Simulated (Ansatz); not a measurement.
## ZnSn2N2 under changes of volume

One of the cells (18.125 Å³/atom); the others are scaled copies at fixed shape and fractional positions:

```
CELL_PARAMETERS angstrom
3.35233 0.00000 0.00000
0.00000 3.35233 0.00000
0.00000 0.00000 8.06421
ATOMIC_POSITIONS crystal
Sn 0.50000 0.50000 0.30583
Sn 0.50000 0.50000 0.69417
Zn 0.00000 0.00000 0.00000
N 0.00000 0.50000 0.85419
N 0.50000 0.00000 0.14581
```

The cell comes from a database or a generator and needn't be the stable form of this composition.

```yaml
Program: Ansatz 0.2.0
Functional: PBE
Potentials_or_basis: Ansatz PAW
Cutoff: "420 eV (not typed: the program's choice for these potentials)"
k_mesh: 8 × 8 × 4
Occupations: fermi-dirac, width 0.05 eV
Spin: no spin polarisation
```

```tsv
volume (Å³/atom)	energy over the lowest point (meV/atom)	pressure (GPa)	largest force (eV/Å)
17.038	17.04	5.8	0.739
17.400	6.54	3.5	0.492
17.763	1.05	1.4	0.264
18.125	0.00	-0.4	0.052
18.488	2.95	-2.1	0.144
18.850	?	?	?
19.213	19.12	-4.9	0.499
```

**Question.** What does the run at 18.850 Å³/atom give?

**Answer.** Energy over the lowest point 9.47 meV/atom; pressure -3.6 GPa; largest force 0.328 eV/Å.

Worked out: A Birch-Murnaghan fit of order 3 (a polynomial in V^(-2/3)) to the other rows has its minimum at 18.03 Å³/atom with B0 = V·E''(V) = 90 GPa and B' = 4.7 at fixed shape and positions, which overstates the stiffness. It gives 9.44 meV/atom at 18.850 Å³/atom, against the run's 9.47, and -dE/dV = -3.6 GPa, against -3.6.

Energies are extrapolated to zero smearing.
